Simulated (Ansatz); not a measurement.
# GeH₂OS: functionals against CCSD(T) at one geometry

The task here is to estimate one member of a computed series from the others.

Computed with Ansatz 0.2.0, Gaussian basis. Level: single points in def2-TZVPP.

Cores are frozen in the correlated methods. Filled d shells of the heavier atoms are correlated.

**Where the work starts**

SMILES `[O]1[S][GeH2]1`, 5 atoms, charge 0, spin multiplicity 1.

Atoms are counted from 1 here; the program's logs count them from 0.

Bond lengths: O1–S2 1.760 Å, O1–Ge3 1.860 Å, S2–Ge3 2.093 Å, Ge3–H4 1.539 Å, Ge3–H5 1.557 Å. Angles: S2–O1–Ge3 70.6°, O1–S2–Ge3 56.9°, O1–Ge3–S2 52.5°, O1–Ge3–H4 109.3°, O1–Ge3–H5 106.9°, S2–Ge3–H4 123.1°, S2–Ge3–H5 120.1°, H4–Ge3–H5 116.8°.

As a file:

```xyz
5
charge 0, multiplicity 1
O    -0.1401   -0.3825    1.3820
S     1.3481   -0.9642    0.6451
Ge   -0.0845    0.1476   -0.3999
H    -1.2577   -0.4972   -1.1596
H    -0.0112    1.7027   -0.4083
```

The first run:

run/in.yaml

```yaml
crystal:
  periodic: [false, false, false]
  atoms:
    - {symbol: O, position_ang: [-0.140100, -0.382500, 1.382000]}
    - {symbol: S, position_ang: [1.348100, -0.964200, 0.645100]}
    - {symbol: Ge, position_ang: [-0.084500, 0.147600, -0.399900]}
    - {symbol: H, position_ang: [-1.257700, -0.497200, -1.159600]}
    - {symbol: H, position_ang: [-0.011200, 1.702700, -0.408300]}
basis:
  gaussian: {orbitals: def2-TZVPP}
correlation: {method: ccsd_t}
output: {forces: true}
```

On the command line:

```
ansatz run in.yaml --threads 4 --pin off --events-out ev --progress --plain --max-ram 5222MiB
```

Among the steps run: CCSD(T)/def2-TZVPP; PBE0-D4/def2-TZVPP; wB97M-V/def2-TZVPP; r2SCAN-D4/def2-TZVPP; PBE-D4/def2-TZVPP; r2SCANh-D4/def2-TZVPP; SPW92/def2-TZVPP.

One table of the session follows, with a row left open; its other results are not shown here.

| method | RMS force component (eV/Å) | angle to CCSD(T) forces (°) | dipole (D) |
| --- | --- | --- | --- |
| CCSD(T) | 0.638 | reference | 3.07 |
| PBE0-D4 | 0.559 | 24.1 | 3.14 |
| wB97M-V | 0.608 | 20.6 | 3.22 |
| r2SCAN-D4 | 0.537 | 9.5 | 2.99 |
| PBE-D4 | 0.570 | 19.7 | 2.86 |
| r2SCANh-D4 | 0.556 | 19.9 | 3.08 |
| SPW92 | ? | ? | ? |

**Question.** Estimate the row for SPW92.

The run gave: RMS force component (eV/Å): 0.493; angle to CCSD(T) forces (°): 24.9; dipole (D): 2.93. In the column «RMS force component (eV/Å)» it is the lowest.

Caveats from the session: CCSD(T) in triple zeta still lacks some correlation energy of the bonds, so part of these gaps is its own basis error and they don't rank the functionals.
